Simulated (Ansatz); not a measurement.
# CSe2 (element-swapped structure): how the settings move a single-point run

Aim: see which settings change the result for CSe2 (element-swapped structure), by how much, and at what cost.

Method: reference: DFT PBE, plane waves, PAW, scalar-relativistic, no spin polarisation, in Ansatz 0.2.0.

## Step 1: The structure to begin with

Symmetry: Cmce, No. 64, orthorhombic system. The conventional cell has a = 6.236 Å, b = 5.592 Å, c = 8.628 Å, α = 90.00°, β = 90.00°, γ = 90.00°. Around C (site symmetry 2/m) lie 2 Se at 1.66 Å. Se (site symmetry m) is surrounded by 1 C at 1.66 Å.

As a file:

```
CELL_PARAMETERS angstrom
3.11775 2.79587 0.00000
3.11775 -2.79587 0.00000
0.00000 0.00000 -8.62757
ATOMIC_POSITIONS crystal
C 0.00000 0.00000 0.00000
C 0.50000 0.50000 0.50000
Se 0.22370 0.77630 0.87320
Se 0.27630 0.72370 0.37320
Se 0.77630 0.22370 0.12680
Se 0.72370 0.27630 0.62680
```

## Step 2: Reference

Contents of input.yaml:

```yaml
crystal:
  lattice:
    - [3.117754, 2.795868, 0.0]
    - [3.117754, -2.795868, 0.0]
    - [0.0, 0.0, -8.62757]
  atoms:
    - { symbol: C, position: [0.0, 0.0, 0.0] }
    - { symbol: C, position: [0.5, 0.5, 0.5] }
    - { symbol: Se, position: [0.2237, 0.7763, 0.8732] }
    - { symbol: Se, position: [0.2763, 0.7237, 0.3732] }
    - { symbol: Se, position: [0.7763, 0.2237, 0.1268] }
    - { symbol: Se, position: [0.7237, 0.2763, 0.6268] }
  symmetry: { tolerance: 0.0003 }
kpoints:
  mp_grid: { grid: [4, 4, 2], shift: [0, 0, 0] }
magnetization:
  spin_polarized: false
scf:
  occupations: { method: fermi_dirac }
hamiltonian:
  pseudopotentials: { kind: paw }
  xc: pbe
basis:
  ecutwfc: 420
output:
  forces: true
  stress: true
  eigenvalues: true
```

On the command line:

```sh
$ ansatz run input.yaml --threads 1 --pin off --max-ram 2560MiB --backend cpu --events-out ev --progress --plain --runs-dir out
```

## Step 3: Variant: ecutwfc 29.4 Ry

Edit input.yaml of step 2 so:

```diff
@@ -23,3 +23,3 @@
 basis:
-  ecutwfc: 420
+  ecutwfc: "29.4 Ry"
 output:
```

## Step 4: Variant: pseudopotentials.source jth, xc revpbe, ecutwfc 33.1 Ry

Edit input.yaml of step 2 so:

```diff
@@ -20,6 +20,6 @@
 hamiltonian:
-  pseudopotentials: { kind: paw }
-  xc: pbe
+  pseudopotentials: { kind: paw, source: jth }
+  xc: revpbe
 basis:
-  ecutwfc: 420
+  ecutwfc: "33.1 Ry"
 output:
```

## Step 5: Changed: mp_grid.shift [0.5, 0.5, 0.5], n_extra_bands 8

Edit input.yaml of step 2 so:

```diff
@@ -14,3 +14,3 @@
 kpoints:
-  mp_grid: { grid: [4, 4, 2], shift: [0, 0, 0] }
+  mp_grid: { grid: [4, 4, 2], shift: [0.5, 0.5, 0.5] }
 magnetization:
@@ -19,2 +19,3 @@
   occupations: { method: fermi_dirac }
+  n_extra_bands: 8
 hamiltonian:
```

## Step 6: A further run, with the input changed

Edit input.yaml of step 2 so:

```diff
@@ -14,3 +14,3 @@
 kpoints:
-  mp_grid: { grid: [4, 4, 2], shift: [0, 0, 0] }
+  mp_grid: { grid: [4, 3, 3], shift: [0, 0, 0] }
 magnetization:
@@ -19,2 +19,3 @@
   occupations: { method: fermi_dirac }
+  max_iter: 60
 hamiltonian:
```

(Steps that only read results are left out.)

Before running it: what results should come out? Wanted: for each run, ending; energy change; pressure; gap; force.

**Answer**, as computed:

| run | ending | energy change | pressure (GPa) | gap (eV) | force (eV/Å) | cycles | time |
| --- | --- | --- | --- | --- | --- | --- | --- |
| reference | converged | 0 | 6.9 | 1.55 | 1.82 | 7 | 5.2 s |
| 1: ecutwfc 29.4 Ry | converged | +1.2 meV/atom | 6.9 | 1.55 | 1.82 | 7 | 5.1 s |
| 2: pseudopotentials.source jth, xc revpbe, ecutwfc 33.1 Ry | converged | not comparable | 8.8 | 1.60 | 2.08 | 8 | 3.4 s |
| 3: mp_grid.shift [0.5, 0.5, 0.5], n_extra_bands 8 | converged | +1.4 meV/atom | 6.9 | 2.22 | 1.80 | 7 | 2.6 s |
| 4: mp_grid.grid [4, 3, 3] | converged | -3.1 meV/atom | 6.8 | 1.75 | 1.82 | 7 | 5.3 s |

Residual by cycle in the longest SCF loop of each run; runs are numbered as in the table. The quantity is the density residual dr2, in eV.

| cycle | reference | run 1 | run 2 | run 3 | run 4 |
| --- | --- | --- | --- | --- | --- |
| 1 | 0.00297 | 0.00303 | 8.98 | 0.00291 | 0.00272 |
| 2 | 0.00105 | 0.00107 | 0.982 | 0.00103 | 9.6e-4 |
| 3 | 3.2e-4 | 3.1e-4 | 0.0265 | 3.4e-4 | 3.3e-4 |
| 4 | 2.0e-5 | 1.9e-5 | 0.001 | 2.0e-5 | 1.9e-5 |
| 5 | 4.8e-6 | 4.7e-6 | 9.8e-5 | 5.2e-6 | 4.5e-6 |
| 6 | 6.2e-7 | 6.2e-7 | 3.7e-6 | 6.6e-7 | 6.1e-7 |
| 7 | 4.3e-8 | 4.2e-8 | 1.4e-7 | 4.9e-8 | 4.0e-8 |
| 8 | - | - | 5.6e-9 | - | - |

**Reading.** Of the converged runs whose energies compare with the reference's, «mp_grid.grid [4, 3, 3]» moves the energy most (-3.1 meV/atom) and «ecutwfc 29.4 Ry» least (+1.2 meV/atom). Runs 1 and 2 ran under the cutoff that the potentials recommend, as the log warns, so basis error is mixed into their values. Of the variants the dearest is «mp_grid.grid [4, 3, 3]» (5.3 s), the cheapest «mp_grid.shift [0.5, 0.5, 0.5], n_extra_bands 8» (2.6 s), on a shared host.

The reference is no final answer either: the cell is far from equilibrium (7 GPa, forces up to 1.8 eV/Å), so its values aren't those of the relaxed material; the structure is made up and not relaxed.
